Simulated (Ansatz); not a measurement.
# HfB (rocksalt): exact exchange against the cheap answer

The task here is to estimate one member of a computed series from the others.

Program: Ansatz 0.2.0. Level of theory: DFT at several levels, plane waves, PAW. These are calculated values, not measurements.

## The starting structure

It takes space group Fm-3m (No. 225, cubic). Conventional cell: a = 4.620 Å, b = 4.620 Å, c = 4.620 Å, α = 90.00°, β = 90.00°, γ = 90.00°. Hf (site symmetry m-3m) has 6 B at 2.31 Å in its first shell of neighbours. B (site symmetry m-3m) has 6 Hf at 2.31 Å in its first shell of neighbours.

Coordinates:

```cif
data_structure
_symmetry_space_group_name_H-M 'P 1'
_symmetry_Int_Tables_number 1
_cell_length_a 3.2668
_cell_length_b 3.2668
_cell_length_c 3.2668
_cell_angle_alpha 60.000
_cell_angle_beta 60.000
_cell_angle_gamma 60.000
_cell_volume 24.65
loop_
_atom_site_label
_atom_site_type_symbol
_atom_site_fract_x
_atom_site_fract_y
_atom_site_fract_z
_atom_site_occupancy
Hf1 Hf 0.50000 0.50000 0.50000 1
B1 B 0.00000 0.00000 0.00000 1
```

At PBE, an earlier run found 29.89 GPa for this cell of 12.326 Å³/atom (8×8×8 mesh), a metal on this mesh. The cell is compressed at this level.

The cell stays fixed from here on.

Levels to run, all on a 6×6×6 mesh: PBE; PBE0 + D4; HSE06 + D3(BJ); PBE0 form (fraction 0.5); HSE06 form (fraction 0.15). Hardware: 4 threads of Arm Neoverse V1, shared host.

The first run:

input.yaml reads:

```yaml
crystal:
  lattice:
    - [0.0, 2.3100005622, 2.3100005622]
    - [2.3100005622, 0.0, 2.3100005622]
    - [2.3100005622, 2.3100005622, 0.0]
  atoms:
    - { symbol: Hf, position: [0.5, 0.5, 0.5] }
    - { symbol: B, position: [0.0, 0.0, 0.0] }
basis:
  ecutwfc: 420
  ecutrho_ratio: 4
kpoints:
  mp_grid: { grid: [6, 6, 6] }
hamiltonian:
  xc: pbe
scf:
  occupations: { method: gaussian, width: 0.05 }
output:
  forces: true
  stress: true
  eigenvalues: true
  populations: true
  write_density: true
  write_potential: true
  elf: true
  volumetric_format: npy
```

Launch:

```console
ansatz run input.yaml --threads 4 --pin off --max-ram 8192MiB --backend cpu --events-out ev --progress --plain --runs-dir out
```

Among the steps run: PBE; PBE0 + D4; HSE06 + D3(BJ); PBE0 form (fraction 0.5); HSE06 form (fraction 0.15).

One table of the session follows, with a row left open; its other results are not shown here.

It belongs to the step «The sweep». 

| level | pressure (GPa) |
| --- | --- |
| PBE | 29.8 |
| PBE0 + D4 | ? |
| HSE06 + D3(BJ) | 22.1 |
| PBE0 form (fraction 0.5) | 29.4 |
| HSE06 form (fraction 0.15) | 29.7 |

Estimate the missing values for PBE0 + D4.

**Answer.** pressure (GPa): 25.1. In the column «pressure (GPa)» it lies between HSE06 + D3(BJ) (22.1) and PBE0 form (fraction 0.5) (29.4).

To keep in mind: «metal» means no gap on the mesh; bands that overlap can still move apart without opening one. Gaps are over this coarse mesh alone, and total energies of different levels can't be compared. The program warned that the SCF threshold is loose for the stress of this hybrid run. For a metal under a hybrid functional this mesh is coarse. Warnings in the runs' records: stress exchange threshold loose, filled band counts differ across k points, stress scf threshold loose.
